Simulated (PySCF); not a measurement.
# The bond of Zn2, level by level

What are the lowest state that PBE0 finds, the bond length, vibrational wavenumber and bond energy of Zn2, and how much do these hang on the method?

The runs use PySCF 2.14.0; Zn jorge-DZP, no relativity.

**1. Input**

The job is set up so:

| Item | Value |
| --- | --- |
| atoms | Zn, Zn |
| charge | 0 |
| basis | Zn jorge-DZP |
| Hamiltonian | no relativity |
| basis functions | 86 |
| electrons treated | 60 |
| masses in u | 63.9291, 63.9291 |
| levels | PBE0, PBE, r²SCAN, M06-2X, revPBE, ωB97M-V, HF, MP2, SCS-MP2, CCSD, CCSD(T) |
| grid | 80 radial by 434 angular points |
| occupations | held fixed by the projection of orbital angular momentum |
| dissociation limit | Zn + Zn, each in its ground configuration |
| starting distance in angstrom | 2.380 |
| values of 2S to try | 0, 2 |

Launch:

```console
> OMP_NUM_THREADS=1 python dia.py task.json out
```

Further steps of the session: The PBE0 curve of the state that the search chose; Excited determinants; PBE (GGA); r²SCAN; M06-2X (hybrid meta-GGA); revPBE; ωB97M-V (range-separated hybrid); RHF (mean field); Correlated methods on the Hartree–Fock reference.

Q: Predict the outcome of this session. Wanted: for each run, Re; ωe; De.

As calculated:

Lowest PBE0 solution found, without spin–orbit coupling: ¹Σg⁺ (singlet), closed shell. The other levels ran on it alone.

```tsv
level	Re (Å)	ωe (cm⁻¹)	De (eV)
PBE	2.789	93.8	0.209
revPBE	2.887	72.1	0.116
r²SCAN	2.703	111.5	0.238
PBE0	2.990	56.7	0.114
M06-2X	3.890	34.2	0.051
```

De is counted to Zn + Zn in their ground configurations. No constants: RHF (no minimum is bracketed among the points kept); RHF-MP2 (no minimum is bracketed among the points kept); RHF-SCS-MP2 (no minimum is bracketed among the points kept); RHF-CCSD (no minimum is bracketed among the points kept); RHF-CCSD(T) (no minimum is bracketed among the points kept); ωB97M-V (fits of two degrees disagree).

Bond lengths run from 2.703 Å (r²SCAN) to 3.890 Å (M06-2X). Among the levels with a De in the table, it runs from 0.051 eV (M06-2X) to 0.238 eV (r²SCAN).

Correlated steps freeze 10 core orbitals. The bond is weak, and basis-set superposition, which was not computed, may be a sizeable part of it.
